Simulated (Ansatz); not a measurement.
# Tl16ICl15: the cost of one run

Program: Ansatz 0.2.0. Level of theory: DFT, PBE, plane-wave PAW, default files, scalar-relativistic, as far as a step names no other. These are calculated values, not measurements.

The COD entry's cell or inner coordinates are ideal or old and differ from later refinements, so a difference from it is no clean test against experiment.

## Step 1: The system as given

It takes space group Fm-3m (No. 225, cubic). The conventional cell has a = 15.336 Å, b = 15.336 Å, c = 15.336 Å, α = 90.00°, β = 90.00°, γ = 90.00°. Tl (site symmetry 3m) has 7 Cl at 3.32 Å and 1 I at 3.32 Å as nearest neighbours. Tl (site symmetry 3m) is surrounded by 8 Cl at 3.32 Å. I (site symmetry m-3m) is surrounded by 8 Tl at 3.32 Å. Cl (site symmetry mmm) is surrounded by 8 Tl at 3.32 Å. Around Cl (site symmetry -43m) lie 8 Tl at 3.32 Å. Around Cl (site symmetry 4mm) lie 8 Tl at 3.32 Å. Cl (site symmetry m-3m) is surrounded by 8 Tl at 3.32 Å.

Coordinates:

```
Tl I Cl
1.0
     0.00000    7.66800    7.66800
     7.66800    0.00000    7.66800
     7.66800    7.66800    0.00000
Tl I Cl
16 1 15
Direct
  0.00000 0.00000 0.00000
  0.50000 0.00000 0.00000
  0.00000 0.50000 0.00000
  0.00000 0.00000 0.50000
  0.25000 0.25000 0.25000
  0.50000 0.50000 0.00000
  0.50000 0.00000 0.50000
  0.75000 0.25000 0.25000
  0.00000 0.50000 0.50000
  0.25000 0.75000 0.25000
  0.25000 0.25000 0.75000
  0.50000 0.50000 0.50000
  0.75000 0.75000 0.25000
  0.75000 0.25000 0.75000
  0.25000 0.75000 0.75000
  0.75000 0.75000 0.75000
  0.12500 0.12500 0.12500
  0.62500 0.12500 0.12500
  0.12500 0.62500 0.12500
  0.12500 0.12500 0.62500
  0.37500 0.37500 0.37500
  0.62500 0.62500 0.12500
  0.62500 0.12500 0.62500
  0.87500 0.37500 0.37500
  0.12500 0.62500 0.62500
  0.37500 0.87500 0.37500
  0.37500 0.37500 0.87500
  0.62500 0.62500 0.62500
  0.87500 0.87500 0.37500
  0.87500 0.37500 0.87500
  0.37500 0.87500 0.87500
  0.87500 0.87500 0.87500
```

Atom 17 of the input is the impurity.

## Step 2: Single point at the given positions

Input file input.yaml:

```yaml
crystal:
  lattice:
    - [0.0, 7.668, 7.668]
    - [7.668, 0.0, 7.668]
    - [7.668, 7.668, 0.0]
  atoms:
    - { symbol: Tl, position: [0.0, 0.0, 0.0] }
    - { symbol: Tl, position: [0.5, 0.0, 0.0] }
    - { symbol: Tl, position: [0.0, 0.5, 0.0] }
    - { symbol: Tl, position: [0.0, 0.0, 0.5] }
    - { symbol: Tl, position: [0.25, 0.25, 0.25] }
    - { symbol: Tl, position: [0.5, 0.5, 0.0] }
    - { symbol: Tl, position: [0.5, 0.0, 0.5] }
    - { symbol: Tl, position: [0.75, 0.25, 0.25] }
    - { symbol: Tl, position: [0.0, 0.5, 0.5] }
    - { symbol: Tl, position: [0.25, 0.75, 0.25] }
    - { symbol: Tl, position: [0.25, 0.25, 0.75] }
    - { symbol: Tl, position: [0.5, 0.5, 0.5] }
    - { symbol: Tl, position: [0.75, 0.75, 0.25] }
    - { symbol: Tl, position: [0.75, 0.25, 0.75] }
    - { symbol: Tl, position: [0.25, 0.75, 0.75] }
    - { symbol: Tl, position: [0.75, 0.75, 0.75] }
    - { symbol: I, position: [0.125, 0.125, 0.125] }
    - { symbol: Cl, position: [0.625, 0.125, 0.125] }
    - { symbol: Cl, position: [0.125, 0.625, 0.125] }
    - { symbol: Cl, position: [0.125, 0.125, 0.625] }
    - { symbol: Cl, position: [0.375, 0.375, 0.375] }
    - { symbol: Cl, position: [0.625, 0.625, 0.125] }
    - { symbol: Cl, position: [0.625, 0.125, 0.625] }
    - { symbol: Cl, position: [0.875, 0.375, 0.375] }
    - { symbol: Cl, position: [0.125, 0.625, 0.625] }
    - { symbol: Cl, position: [0.375, 0.875, 0.375] }
    - { symbol: Cl, position: [0.375, 0.375, 0.875] }
    - { symbol: Cl, position: [0.625, 0.625, 0.625] }
    - { symbol: Cl, position: [0.875, 0.875, 0.375] }
    - { symbol: Cl, position: [0.875, 0.375, 0.875] }
    - { symbol: Cl, position: [0.375, 0.875, 0.875] }
    - { symbol: Cl, position: [0.875, 0.875, 0.875] }
kpoints:
  mp_grid: { grid: [2, 2, 2] }
scf:
  occupations: { method: fermi_dirac, width: 0.01 }
hamiltonian:
  xc: pbe
  pseudopotentials: { kind: paw }
output:
  forces: true
  stress: true
  populations: true
  efg:
    quadrupole_moments_barn: { I: -0.68822, Cl: -0.08112 }
    contact_densities: true
```

On the command line:

```sh
$ ansatz run input.yaml --threads 1 --pin off --max-ram 3072MiB --backend cpu --events-out ev --progress --plain --runs-dir out
```

**Question.** How long does this run take on 1 thread of Arm Neoverse V1, shared host, and how much memory does it need?

About 61 s, with a peak of 1.4 GiB.
